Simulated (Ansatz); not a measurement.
Below is the output of a Python script on the Python package of Ansatz (0.2.0) that makes a single point in a Gaussian basis of C2H8BNO2, SMILES CC(N)B(O)O. Write a script that gives it. Use: wB97M-V, 6-31G* basis, multiplicity 1.

```yaml
atoms:
  - { symbol: C, position_ang: [-1.3746, -0.5014, -0.3098] }
  - { symbol: C, position_ang: [-0.1865, 0.4685, -0.2771] }
  - { symbol: N, position_ang: [-0.3375, 1.4480, 0.8007] }
  - { symbol: B, position_ang: [1.1968, -0.3261, -0.1148] }
  - { symbol: O, position_ang: [2.0716, -0.0699, 1.0282] }
  - { symbol: O, position_ang: [1.6019, -1.2969, -1.1290] }
  - { symbol: H, position_ang: [-1.2818, -1.1990, -1.1699] }
  - { symbol: H, position_ang: [-2.3221, 0.0656, -0.4287] }
  - { symbol: H, position_ang: [-1.4292, -1.0921, 0.6304] }
  - { symbol: H, position_ang: [-0.1440, 1.0097, -1.2474] }
  - { symbol: H, position_ang: [-0.5225, 0.9510, 1.7034] }
  - { symbol: H, position_ang: [-1.1749, 2.0410, 0.5969] }
  - { symbol: H, position_ang: [2.6681, 0.6619, 0.7285] }
  - { symbol: H, position_ang: [1.2347, -2.1603, -0.8115] }
```

```console
$ python run_energy.py
INFO converged              True
INFO free_energy_ev         -8462.579432487868
INFO reference_energy_ev    -8462.579432487868
INFO n_frozen               0
INFO n_occupied             [24, 24]
INFO n_virtual              [82, 82]
INFO forces (eV/A)
INFO   C    -0.2390   -0.4245   -0.5996
INFO   C     0.3016   -0.3395    0.3641
INFO   N    -0.6891    0.6989    0.5173
INFO   B     1.6945   -0.4967    0.1386
INFO   O    -0.9147    0.1027   -2.5047
INFO   O    -1.2467    0.6337    2.1668
INFO   H    -0.1635    0.1725    0.4209
INFO   H     0.3371   -0.3250    0.1075
INFO   H    -0.0515    0.2459   -0.4097
INFO   H     0.0228   -0.1746    0.3548
INFO   H     0.2043    0.5824   -1.0218
INFO   H     0.7340   -0.7013    0.4092
INFO   H    -0.5003   -0.5970    0.5623
INFO   H     0.5105    0.6225   -0.5057
dipole moment 1.816 D
Mulliken: [('C', -0.468), ('C', -0.124), ('N', -0.71), ('B', 0.537), ('O', -0.614), ('O', -0.619), ('H', 0.148), ('H', 0.146), ('H', 0.138), ('H', 0.157), ('H', 0.295), ('H', 0.287), ('H', 0.417), ('H', 0.409)]
INFO HOMO -8.748 eV, LUMO 2.173 eV, gap 10.921 eV
```

The script that was run (others could print the same):

The script, `run_energy.py`:
```python
'''Single point of C2H8BNO2 in a Gaussian basis.'''

from pathlib import Path
import logging
import sys
import warnings

import ansatz as az
import numpy as np

logging.basicConfig(stream=sys.stdout, format='%(levelname)s %(message)s')
log = logging.getLogger('run')
log.setLevel(logging.INFO)


def main() -> None:
    warnings.simplefilter('ignore', az.DeckWarning)

    geometry_ang = [
        ('C', (-1.3746, -0.5014, -0.3098)),
        ('C', (-0.1865, 0.4685, -0.2771)),
        ('N', (-0.3375, 1.448, 0.8007)),
        ('B', (1.1968, -0.3261, -0.1148)),
        ('O', (2.0716, -0.0699, 1.0282)),
        ('O', (1.6019, -1.2969, -1.129)),
        ('H', (-1.2818, -1.199, -1.1699)),
        ('H', (-2.3221, 0.0656, -0.4287)),
        ('H', (-1.4292, -1.0921, 0.6304)),
        ('H', (-0.144, 1.0097, -1.2474)),
        ('H', (-0.5225, 0.951, 1.7034)),
        ('H', (-1.1749, 2.041, 0.5969)),
        ('H', (2.6681, 0.6619, 0.7285)),
        ('H', (1.2347, -2.1603, -0.8115)),
    ]
    molecule = az.Crystal.molecule()
    for symbol, xyz in geometry_ang:
        molecule = molecule.atom(symbol, xyz)

    calculation = (
        molecule.calculation()
        .basis(gaussian='6-31G*')
        .functional(az.LibraryFunctional('wB97M-V'))
        .forces()
        .orbitals()
    )
    res = calculation.run(runs_dir='runs')
    data = res.report

    for key in ('converged', 'free_energy_ev', 'reference_energy_ev', 'n_frozen', 'n_occupied', 'n_virtual'):
        log.info(f'{key:22s} {data[key]}')

    symbols = [site.symbol for site in molecule.cartesian_sites]
    log.info('forces (eV/A)')
    for symbol, f in zip(symbols, data['forces_ev_ang']):
        log.info(f'  {symbol:2s} {f[0]:9.4f} {f[1]:9.4f} {f[2]:9.4f}')

    charges = data['charge_distribution']
    print('dipole moment', round(4.803205 * float(np.linalg.norm(charges['dipole_moment_e_ang'])), 3), 'D')
    print('Mulliken:', [(s, round(q, 3)) for s, q in zip(symbols, charges['mulliken_charges_e'])])

    lines = Path(data['orbitals_path']).read_text().splitlines()
    field_of = lambda key: [line.split('=')[1].strip() for line in lines if line.startswith(key)]
    orbitals = [(27.211386 * float(e), s, float(n)) for e, s, n in zip(field_of('Ene='), field_of('Spin='), field_of('Occup='))]
    homo = max(e for e, _, n in orbitals if n > 0.5)
    lumo = min(e for e, _, n in orbitals if n < 0.5)
    log.info(f'HOMO {homo:.3f} eV, LUMO {lumo:.3f} eV, gap {lumo - homo:.3f} eV')


if __name__ == '__main__':
    main()
```

Reading the output:
- Total energies depend on the basis set; only differences at equal settings carry meaning.
- The geometry is a force-field or estimated start, not a minimum of this method, and the basis set is short of its limit.
- Levels such as HOMO and LUMO are orbital energies: with these approximate functionals they aren't the ionisation energy and electron affinity, and their gap isn't the fundamental gap.
- Run time: 24 s on 1 thread of Arm Neoverse V1, with other jobs on the host, peak memory 0.39 GiB.

(Lines on the test bed's own set-up are left out of the output.)
